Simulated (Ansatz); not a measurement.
**Cl₂H₆N₂Si₂: geometry optimisation**

What shape does Cl₂H₆N₂Si₂ take? The plan is to relax it.

Method: RKS PBE0-D4/def2-TZVP; program: Ansatz 0.2.0, Gaussian basis.

The runs, in order: relaxation at PBE0-D4/def2-TZVP.

1 further run of the same task is left out (set aside as unsound or not needed).

### Step 1. Starting geometry

SMILES `N[SiH](Cl)[SiH](N)Cl`, 12 atoms, charge 0, spin multiplicity 1.

Atoms are counted from 1 here; the program's logs count them from 0.

Bond lengths: N1–Si2 1.722 Å, N1–H7 1.007 Å, N1–H8 1.008 Å, Si2–Cl3 2.026 Å, Si2–Si4 2.300 Å, Si2–H9 1.472 Å, Si4–N5 1.713 Å, Si4–Cl6 2.048 Å, Si4–H10 1.465 Å, N5–H11 1.005 Å, N5–H12 1.006 Å. Angles: Si2–N1–H7 119.7°, Si2–N1–H8 120.4°, H7–N1–H8 110.4°, N1–Si2–Cl3 103.7°, N1–Si2–Si4 108.0°, N1–Si2–H9 114.1°, Cl3–Si2–Si4 112.0°, Cl3–Si2–H9 104.1°, Si4–Si2–H9 114.3°, Si2–Si4–N5 109.8°, Si2–Si4–Cl6 109.4°, Si2–Si4–H10 117.3°, N5–Si4–Cl6 110.1°, N5–Si4–H10 106.7°, Cl6–Si4–H10 103.4°, Si4–N5–H11 122.1°, Si4–N5–H12 123.0°, H11–N5–H12 111.7°.

The start is a GFN2-xTB geometry.

### Step 2. Relaxation at PBE0-D4/def2-TZVP

The input, in.yaml:

```yaml
crystal:
  periodic: [false, false, false]
  atoms:
    - {symbol: N, position_ang: [-1.070890, -1.327100, -0.983010]}
    - {symbol: Si, position_ang: [-1.299610, -0.111980, 0.216050]}
    - {symbol: Cl, position_ang: [-1.633610, -1.166790, 1.912810]}
    - {symbol: Si, position_ang: [0.629480, 1.133560, 0.340160]}
    - {symbol: N, position_ang: [1.979410, 0.093820, 0.520730]}
    - {symbol: Cl, position_ang: [0.825660, 2.252720, -1.364050]}
    - {symbol: H, position_ang: [-0.770650, -1.065350, -1.907840]}
    - {symbol: H, position_ang: [-1.686000, -2.124670, -1.025510]}
    - {symbol: H, position_ang: [-2.524880, 0.683890, 0.040170]}
    - {symbol: H, position_ang: [0.717970, 2.128980, 1.411960]}
    - {symbol: H, position_ang: [1.903150, -0.903080, 0.422990]}
    - {symbol: H, position_ang: [2.929970, 0.405990, 0.415530]}
basis:
  gaussian: {orbitals: def2-TZVP}
hamiltonian: {xc: pbe0, dispersion: d4}
relax: {f_tol: 0.005, max_steps: 150}
```

Run with:

```bash
ansatz run in.yaml --threads 2 --pin off --events-out ev --progress --plain --max-ram 32768MiB --backend cuda --devices 0, --max-vram 18GiB
```

**Question.** What will the summary of the whole plan be? Wanted: point group; shift from the start; total energy; dispersion term; dipole moment.

The runs gave:

```
                  quantity           value
               point group              C2
                     steps              30
shift from the start (rms)         1.282 Å
              total energy  -43867.8453 eV
           dispersion term        -343 meV
             dipole moment          0.57 D
```

In words: The atoms moved 1.28 Å (rms) from the start; the bond that changed most is Si2–Cl3, from 2.026 to 2.091 Å. No vibrations were run, so it is not proven to be a minimum. The largest Mulliken charge, -0.61 e, sits on N1.
